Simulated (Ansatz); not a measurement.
# RPA@PBE/STO-3G run of SiH2SF (SMILES F[SiH]S)

Aim: the electronic atomisation energy of SiH2SF at RPA@PBE/STO-3G, from 5 runs. 

Program for the calculation: Ansatz 0.2.0.

72 further runs of the same task are left out: 4 that didn't finish, 68 set aside as unsound or not needed.

### 1 The molecule

The species is SiH2SF (5 atoms), meant as a doublet with charge 0. As SMILES, `F[SiH]S`. The shape is that of a PBE0-D4/def2-TZVP optimisation. This is one conformer, not always the lowest.

Bond lengths: F1–Si2 1.603 Å, Si2–S3 2.122 Å, Si2–H4 1.489 Å, S3–H5 1.344 Å. Angles: F1–Si2–S3 112.5°, F1–Si2–H4 107.6°, S3–Si2–H4 105.3°, Si2–S3–H5 95.0°.

### 2 A single-point energy at RPA@PBE/STO-3G

The input, input.yaml:

```yaml
crystal:
  periodic: [false, false, false]
  atoms:
    - {symbol: F, position_ang: [-1.242300, -0.527200, 1.134200]}
    - {symbol: Si, position_ang: [-0.629400, -0.168000, -0.303300]}
    - {symbol: S, position_ang: [1.400700, 0.438500, -0.191800]}
    - {symbol: H, position_ang: [-0.621800, -1.416500, -1.115500]}
    - {symbol: H, position_ang: [1.142700, 1.599500, 0.435000]}
basis:
  gaussian:
    orbitals: STO-3G
magnetization:
  spin_polarized: true
  initial_magnetization: 1
hamiltonian:
  xc: pbe
correlation:
  method: rpa
  frozen_orbitals: {F: 1, H: 0, S: 5, Si: 5}
accuracy: high
```

Run with:

```console
$ ansatz run input.yaml --threads 1 --pin off --max-ram 2610MiB --events-out events.jsonl --progress --plain --runs-dir runs
```

What it wrote:

```text
Warning: RAYON_NUM_THREADS=1 ignored (pool sized by the plan → 1); use --threads N
Functional definition: PBE
  name "PBE"
  parameter kappa = 0.804
  parameter beta = 0.06672455060314922
  exchange = pbe_x(kappa = kappa, mu = beta*pi^2/3)
  correlation = pbe_c(beta = beta)
461 factors; integrals over basis functions are off by at most 2.7e-8 eV
mean field evaluation 1: about -21197.6288 eV, gradient 1.1e1 eV
mean field evaluation 2: about -21197.5977 eV, gradient 1.1e1 eV
mean field evaluation 4: about -21198.4328 eV, gradient 4.3e0 eV
mean field evaluation 8: about -21198.5903 eV, gradient 4.4e-2 eV
mean field evaluation 16: about -21198.5903 eV, gradient 1.6e-6 eV
mean field -21198.59029393 eV, -779.0338243815 hartree, gradient 1.2e-8 eV, S^2 0.750543; 0 other end points of the search recorded, 0 dependent functions left out
11 core orbitals not correlated: weight in the atoms' cores, before any rotation towards them, 0.999 or more for the frozen orbitals, at most 0.000 for the correlated occupied ones
reference -21168.39953838 eV, -777.9243345789 hartree; 10, 9 occupied and 4, 5 virtual orbitals, 461 factors
Total energy: -21173.45464284 eV, -778.1101062415 hartree
```

Run time: 2.8 s. Hardware: 1 thread of Arm Neoverse V1, shared host; peak memory 0.14 GiB.

### 3 The F atom at the same level

The input, job.yaml:

```yaml
crystal:
  periodic: [false, false, false]
  atoms:
    - symbol: F
      position_ang: [0.000000, 0.000000, 0.000000]
basis:
  gaussian:
    orbitals: STO-3G
correlation:
  method: rpa
  frozen_orbitals: {F: 1}
magnetization:
  spin_polarized: true
  initial_magnetization: 1
accuracy: high
hamiltonian:
  xc: {name: PBE}
```

Run the same way, it converges to -98.01752 Eh (log not shown).

### 4 The H atom

The input, molecule.yaml:

```yaml
crystal:
  periodic: [false, false, false]
  atoms:
    - {symbol: H, position_ang: [0.000000, 0.000000, 0.000000]}
basis:
  gaussian:
    orbitals: STO-3G
magnetization:
  spin_polarized: true
  initial_magnetization: 1
hamiltonian:
  xc: pbe
correlation:
  method: rpa
  frozen_orbitals: {H: 0}
accuracy: high
```

Run with:

```console
$ ansatz run molecule.yaml --threads 1 --pin off --max-ram 2610MiB --events-out events.jsonl --progress --plain --runs-dir runs
```

What it wrote, shortened:

```text
Warning: RAYON_NUM_THREADS=1 ignored (pool sized by the plan → 1); use --threads N
[... 6 set-up lines as earlier in the session ...]
1 factors; integrals over basis functions are off by at most 4.6e-10 eV
mean field evaluation 1: about -12.6363 eV, gradient 0.0e0 eV
mean field evaluation 2: about -12.6363 eV, gradient 0.0e0 eV
mean field -12.63630448 eV, -0.4643756244 hartree, gradient 0.0e0 eV, S^2 0.750000; 0 other end points of the search recorded, 0 dependent functions left out
reference -12.69633895 eV, -0.4665818504 hartree; 1, 0 occupied and 0, 1 virtual orbitals, 1 factors
Total energy: -12.69633895 eV, -0.4665818504 hartree
```

Run time: 0.08 s. Hardware: 1 thread of Arm Neoverse V1, shared host.

### 5 The S atom, same level

The input, molecule.yaml:

```yaml
crystal:
  periodic: [false, false, false]
  atoms:
    - {symbol: S, position_ang: [0.000000, 0.000000, 0.000000]}
basis:
  gaussian:
    orbitals: STO-3G
magnetization:
  spin_polarized: true
  initial_magnetization: 2
correlation:
  method: rpa
  frozen_orbitals: {S: 5}
accuracy: high
hamiltonian:
  xc: pbe
```

Run the same way, it converges to -393.15871 Eh (log not shown).

### 6 The Si atom at the same level

The input, job.yaml:

```yaml
crystal:
  periodic: [false, false, false]
  atoms:
    - {symbol: Si, position_ang: [0.000000, 0.000000, 0.000000]}
basis:
  gaussian: {orbitals: STO-3G}
magnetization: {spin_polarized: true, initial_magnetization: 2}
hamiltonian: {xc: {name: PBE}}
correlation: {method: rpa, frozen_orbitals: {Si: 5}}
accuracy: high
```

Run the same way, it converges to -285.51519 Eh (log not shown).

### 7 Results

Level: RPA@PBE/STO-3G, 11 core orbitals frozen.

| quantity | value |
| --- | --- |
| molecule: total energy | -778.11011 Eh |
| molecule: RPA correlation energy (valence) | -185.8 mEh |
| molecule: ⟨S²⟩ of the reference determinant | 0.751 |
| F atom: total energy | -98.01752 Eh |
| F atom: RPA correlation energy (valence) | -31.0 mEh |
| F atom: ⟨S²⟩ of the reference determinant | 0.750 |
| H atom: total energy | -0.46658 Eh |
| H atom: RPA correlation energy | 0.0 mEh |
| H atom: ⟨S²⟩ of the reference determinant | 0.750 |
| S atom: total energy | -393.15871 Eh |
| S atom: RPA correlation energy (valence) | -29.2 mEh |
| S atom: ⟨S²⟩ of the reference determinant | 2.000 |
| Si atom: total energy | -285.51519 Eh |
| Si atom: RPA correlation energy (valence) | -51.1 mEh |
| Si atom: ⟨S²⟩ of the reference determinant | 2.000 |
| electronic atomisation energy | 13.212 eV |

Taking the molecule apart into free atoms costs 13.21 eV (305 kcal/mol), before zero-point energy and without spin-orbit coupling. In a minimal basis such a difference can be off by several eV, whatever the method.
